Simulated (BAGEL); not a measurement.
# GaHBrCl (SMILES [Cl][GaH][Br]): RI-MP2/aug-cc-pVDZ (density fitting with qzvpp-jkfit)

What is the energy change on altering one bond length of GaHBrCl at RI-MP2/aug-cc-pVDZ (density fitting with qzvpp-jkfit)? 

The calculation is run with BAGEL 1.2.2.

8 further runs of the same task are left out: 4 that didn't finish, 4 set aside as unsound or not needed. Runs told in other sessions of the task aren't counted.

## Step 1: Starting point

GaHBrCl has 4 atoms, charge 0, and is taken as a singlet. As SMILES, `[Cl][GaH][Br]`. The shape is that of a PBE0-D4/def2-TZVP optimisation.

Bond lengths: Cl1–Ga2 2.130 Å, Ga2–Br3 2.272 Å, Ga2–H4 1.547 Å. Angles: Cl1–Ga2–Br3 115.6°, Cl1–Ga2–H4 121.7°, Br3–Ga2–H4 122.7°.

## Step 2: A single-point energy at RI-MP2/aug-cc-pVDZ (density fitting with qzvpp-jkfit)

File job.json:

```json
{ "bagel" : [

{
  "title" : "molecule",
  "basis" : "aug-cc-pvdz.json",
  "df_basis" : "qzvpp-jkfit",
  "angstrom" : true,
  "geometry" : [
    { "atom" : "Cl", "xyz" : [   -1.970500,   -0.096100,   -0.528400 ] },
    { "atom" : "Ga", "xyz" : [    0.088800,    0.166300,   -0.052400 ] },
    { "atom" : "Br", "xyz" : [    1.109200,   -1.623600,    0.905300 ] },
    { "atom" : "H", "xyz" : [    0.828100,    1.493000,   -0.344800 ] }
  ]
},
{
  "title" : "hf"
},
{
  "title" : "mp2",
  "ncore" : 23
}

]}
```

The basis set aug-cc-pVDZ is read from a file made from the Basis Set Exchange's data (not shown).

Run with:

```
$ BAGEL_NUM_THREADS=1 BAGEL job.json > job.out
```

Output:

```text
* using 1 threads per process

  ===============================================================
  ===============================================================

  *** Geometry ***

  { "atom" : "Cl", "xyz" : [     -3.723705,     -0.181603,     -0.998531 ] },
  { "atom" : "Ga", "xyz" : [      0.167808,      0.314261,     -0.099022 ] },
  { "atom" : "Br", "xyz" : [      2.096084,     -3.068159,      1.710769 ] },
  { "atom" : "H", "xyz" : [      1.564882,      2.821361,     -0.651578 ] },

  Number of auxiliary basis functions:      678

  Since a DF basis is specified, we compute 2- and 3-index integrals:
    o Being stored without compression. Storage requirement is 0.063 GB

  Number of basis functions:      108
  Number of electrons      :       84

    * METHOD: MOLECULE                             0.61

  *** RHF ***

  === Nuclear Repulsion ===
   487.0716172527

      * DIIS with orbital gradients will be used.

  === RHF iteration (aug-cc-pvdz.json) ===
      0      -4955.70760373          0.00740103           0.26
      1      -4955.79910782          0.00327398           0.25
      2      -4955.81186475          0.00074623           0.25
      3      -4955.81262007          0.00022381           0.24
      4      -4955.81266229          0.00003935           0.24
      5      -4955.81266487          0.00001305           0.24
      6      -4955.81266513          0.00000381           0.24
      7      -4955.81266515          0.00000085           0.24
      8      -4955.81266516          0.00000027           0.24
      9      -4955.81266516          0.00000008           0.25
     10      -4955.81266516          0.00000003           0.24
     11      -4955.81266516          0.00000001           0.24
    * SCF iteration converged.

    * Permanent dipole moment:
           (   -0.391470,    -0.580143,     0.108920) a.u.

    * METHOD: HF                                   3.43

  *** RHF ***

  === Nuclear Repulsion ===
   487.0716172527

      * DIIS with orbital gradients will be used.

  === RHF iteration (aug-cc-pvdz.json) ===
      0      -4955.81266516          0.00000000           0.24
    * SCF iteration converged.

    * Permanent dipole moment:
           (   -0.391470,    -0.580143,     0.108920) a.u.

  === DF-MP2 calculation ===

    * freezing 23 orbitals
    * 3-index integral transformation done
    * assembly done

      MP2 correlation energy:   -0.3674618663      0.11

      MP2 total energy:       -4956.1801270223

    * METHOD: MP2                                  0.61

  ===============================================================
```

Run time: 4.8 s. Hardware: 1 thread of Arm Neoverse V1, shared host; peak memory 0.23 GiB.

## Step 3: The distorted shape, same level

File mp2.json:

```json
{ "bagel" : [

{
  "title" : "molecule",
  "basis" : "aug-cc-pvdz.json",
  "df_basis" : "qzvpp-jkfit",
  "angstrom" : true,
  "geometry" : [
    { "atom" : "Cl", "xyz" : [   -3.000117,   -0.227296,   -0.766392 ] },
    { "atom" : "Ga", "xyz" : [    0.088800,    0.166300,   -0.052400 ] },
    { "atom" : "Br", "xyz" : [    1.109200,   -1.623600,    0.905300 ] },
    { "atom" : "H", "xyz" : [    0.828100,    1.493000,   -0.344800 ] }
  ]
},
{ "title" : "hf" },
{ "title" : "mp2", "ncore" : 23 }

]}
```

The basis set aug-cc-pVDZ is read from a file made from the Basis Set Exchange's data (not shown).

Run with:

```
$ BAGEL_NUM_THREADS=1 BAGEL mp2.json > mp2.out
```

Output:

```text
* using 1 threads per process

  ===============================================================
  ===============================================================

  *** Geometry ***

  { "atom" : "Cl", "xyz" : [     -5.669399,     -0.429527,     -1.448271 ] },
  { "atom" : "Ga", "xyz" : [      0.167808,      0.314261,     -0.099022 ] },
  { "atom" : "Br", "xyz" : [      2.096084,     -3.068159,      1.710769 ] },
  { "atom" : "H", "xyz" : [      1.564882,      2.821361,     -0.651578 ] },

  Number of auxiliary basis functions:      678

  Since a DF basis is specified, we compute 2- and 3-index integrals:
    o Being stored without compression. Storage requirement is 0.063 GB

  Number of basis functions:      108
  Number of electrons      :       84

    * METHOD: MOLECULE                             0.63

  *** RHF ***

  === Nuclear Repulsion ===
   425.9339904014

      * DIIS with orbital gradients will be used.

  === RHF iteration (aug-cc-pvdz.json) ===
      0      -4955.56166231          0.00865528           0.26
      1      -4955.67329215          0.00546005           0.25
      2      -4955.71283291          0.00106868           0.25
      3      -4955.71457090          0.00034518           0.25
      4      -4955.71477525          0.00009503           0.25
      5      -4955.71480330          0.00003408           0.25
      6      -4955.71480719          0.00000739           0.25
      7      -4955.71480737          0.00000235           0.25
      8      -4955.71480738          0.00000083           0.24
      9      -4955.71480738          0.00000022           0.25
     10      -4955.71480738          0.00000009           0.25
     11      -4955.71480738          0.00000003           0.25
     12      -4955.71480738          0.00000002           0.25
     13      -4955.71480738          0.00000001           0.25
    * SCF iteration converged.

    * Permanent dipole moment:
           (   -2.761058,    -0.663340,    -0.521052) a.u.

    * METHOD: HF                                   3.97

  *** RHF ***

  === Nuclear Repulsion ===
   425.9339904014

      * DIIS with orbital gradients will be used.

  === RHF iteration (aug-cc-pvdz.json) ===
      0      -4955.71480738          0.00000000           0.24
    * SCF iteration converged.

    * Permanent dipole moment:
           (   -2.761057,    -0.663340,    -0.521052) a.u.

  === DF-MP2 calculation ===

    * freezing 23 orbitals
    * 3-index integral transformation done
    * assembly done

      MP2 correlation energy:   -0.3709905733      0.12

      MP2 total energy:       -4956.0857979574

    * METHOD: MP2                                  0.62

  ===============================================================
```

It took 5.4 s on 1 thread of Arm Neoverse V1, shared host; peak memory 0.23 GiB.

## Step 4: Results

Level: RI-MP2/aug-cc-pVDZ (density fitting with qzvpp-jkfit), 23 core orbitals frozen.

| quantity | value |
| --- | --- |
| first shape: total energy | -4956.18013 Eh |
| first shape: correlation energy (23 core orbitals frozen) | -367.5 mEh |
| distorted shape: total energy | -4956.08580 Eh |
| distorted shape: correlation energy (23 core orbitals frozen) | -371.0 mEh |
| energy change with the Cl1–Ga2 bond stretched from 2.130 to 3.195 Å | 2.567 eV |

With the Cl1–Ga2 bond stretched from 2.130 to 3.195 Å the energy rises by 2.57 eV (248 kJ/mol). The first shape isn't relaxed at this level, so the change isn't measured from a minimum.
